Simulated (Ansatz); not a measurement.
# Ge2HSi: the cost of one run

The runs use Ansatz 0.2.0, Gaussian basis; the settings change from run to run.

28 further runs of the same task are left out: 19 that didn't finish, 9 set aside as unsound or not needed.

## 1. The geometry

The geometry is a PBE0/def2-TZVP stationary point (not a proven minimum). No spin-orbit coupling is included. The filled d shell of Ge may be among the frozen orbitals whatever the setting's name suggests; the logs give the count.

4 atoms, charge 0, spin multiplicity 4.

Atoms are counted from 1 here; the program's logs count them from 0.

Bond lengths: Ge1–Si2 2.344 Å, Si2–Ge3 2.318 Å, Ge3–H4 1.792 Å. Angles: Ge1–Si2–Ge3 168.3°, Si2–Ge3–H4 47.8°.

## 2. BCCD(T)/6-31G

in.yaml

```yaml
crystal:
  periodic: [false, false, false]
  atoms:
    - {symbol: Ge, position_ang: [-0.000016, -0.231006, 2.569331]}
    - {symbol: Si, position_ang: [0.000003, -0.477135, 0.238112]}
    - {symbol: Ge, position_ang: [-0.000017, -0.246797, -2.068221]}
    - {symbol: H, position_ang: [0.000031, 0.954938, -0.739221]}
basis:
  gaussian: {orbitals: 6-31G, fitting: {mean_field: def2-universal-jkfit}}
magnetization: {spin_polarized: true, initial_magnetization: 3}
hamiltonian: {xc: {name: B3LYP}}
correlation: {method: bccd_t, electrons: outside_noble_gas}
output: {forces: true}
```

On the command line:

```sh
> ansatz run in.yaml --threads 1 --pin off --events-out ev --progress --plain --max-ram 2393MiB
```

**Question.** How long does this run take on 1 thread of Arm Neoverse V1, shared host, and how much memory does it need?

About 24 s, with a peak of 0.27 GiB.
